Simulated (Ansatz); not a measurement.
# ZrZn: stress in a strained cell

ZrZn is deformed so: equal xy, yz and zx engineering shear strains of +2 %. What stress and forces result, by LAPW, PAW and all-electron datasets made for the crystal?

Program: Ansatz 0.2.0. Level of theory: DFT PBEsol, scalar-relativistic. These are calculated values, not measurements.

## (1) Starting point

Symmetry: Pm-3m, No. 221, cubic system. Conventional cell: a = 3.336 Å, b = 3.336 Å, c = 3.336 Å, α = 90.00°, β = 90.00°, γ = 90.00°. Around Zr (site symmetry m-3m) lie 8 Zn at 2.89 Å. Zn (site symmetry m-3m) is surrounded by 8 Zr at 2.89 Å.

As a file:

```xyz
2
Lattice="3.3360 0.0000 0.0000 0.0000 3.3360 0.0000 0.0000 0.0000 3.3360" Properties=species:S:1:pos:R:3 pbc="T T T"
Zr    1.6680    1.6680    1.6680
Zn    0.0000    0.0000    0.0000
```

Atoms are numbered in the order of the input: Zr1, Zn2.

## (2) After the deformation

Space group Pm-3m before, R-3m after.

## (3) Full-potential LAPW

Contents of input.yaml:

```yaml
crystal:
  lattice:
    - [3.336, 0.03336, 0.03336]
    - [0.03336, 3.336, 0.03336]
    - [0.03336, 0.03336, 3.336]
  atoms:
    - { symbol: Zr, position: [0.5, 0.5, 0.5] }
    - { symbol: Zn, position: [0.0, 0.0, 0.0] }
kpoints:
  mp_grid: { grid: [10, 10, 10] }
  band_path:
    path:
      - [0.0, 0.0, 0.0]
      - [0.5, 0.5, 0.5]
      - [0.5193194925, 0.4806805075, 0.5]
      - [0.5, -0.4806805075, 0.4806805075]
      - [0.5, 0.0, 0.0]
      - [0.0, 0.0, 0.0]
      - [0.4903402537, -0.4903402537, 0.0]
      - [0.5096597463, 0.0, 0.4903402537]
      - [0.5, 0.0, 0.5]
    npoints: 5
scf:
  occupations: { method: fermi_dirac, width: 0.08 }
hamiltonian:
  xc: pbesol
  pseudopotentials: { kind: all_electron, lapw: { basis_error: 0.0005 } }
output:
  forces: true
  stress: true
  eigenvalues: true
```

Launch:

```console
ansatz run input.yaml --threads 1 --pin off --max-ram 3072MiB --backend cpu --events-out ev --progress --plain --runs-dir out
```

## (4) Frozen-core PAW

Contents of input.yaml:

```yaml
crystal:
  lattice:
    - [3.336, 0.03336, 0.03336]
    - [0.03336, 3.336, 0.03336]
    - [0.03336, 0.03336, 3.336]
  atoms:
    - { symbol: Zr, position: [0.5, 0.5, 0.5] }
    - { symbol: Zn, position: [0.0, 0.0, 0.0] }
kpoints:
  mp_grid: { grid: [10, 10, 10] }
scf:
  occupations: { method: fermi_dirac, width: 0.08 }
hamiltonian:
  xc: pbesol
  pseudopotentials: { kind: paw }
output:
  forces: true
  stress: true
  eigenvalues: true
  efg: { contact_densities: true }
```

## (5) All-electron PAW on datasets made for the crystal

Edit input.yaml of step 4 so:

```diff
@@ -14,3 +14,3 @@
   xc: pbesol
-  pseudopotentials: { kind: paw }
+  pseudopotentials: { kind: all_electron, datasets: crystal }
 output:
```

(Steps that only read results are left out.)

Before running it: what results should come out? Wanted: pressure; largest shear or deviatoric stress.

The runs gave:

| quantity | value |
| --- | --- |
| pressure | LAPW -4.14, PAW -4.15, crystal datasets -4.14 GPa |
| largest shear or deviatoric stress (LAPW) | 1.24 GPa |

What this shows: The largest part of the stress beyond the pressure is 1.24 GPa in size; the atoms are carried along and not relaxed. No run of the undeformed cell stands beside it, so the pressure holds what the given cell had before the change. PAW: stress within 0.01 GPa of LAPW. Crystal datasets: stress within 0.01 GPa of LAPW.
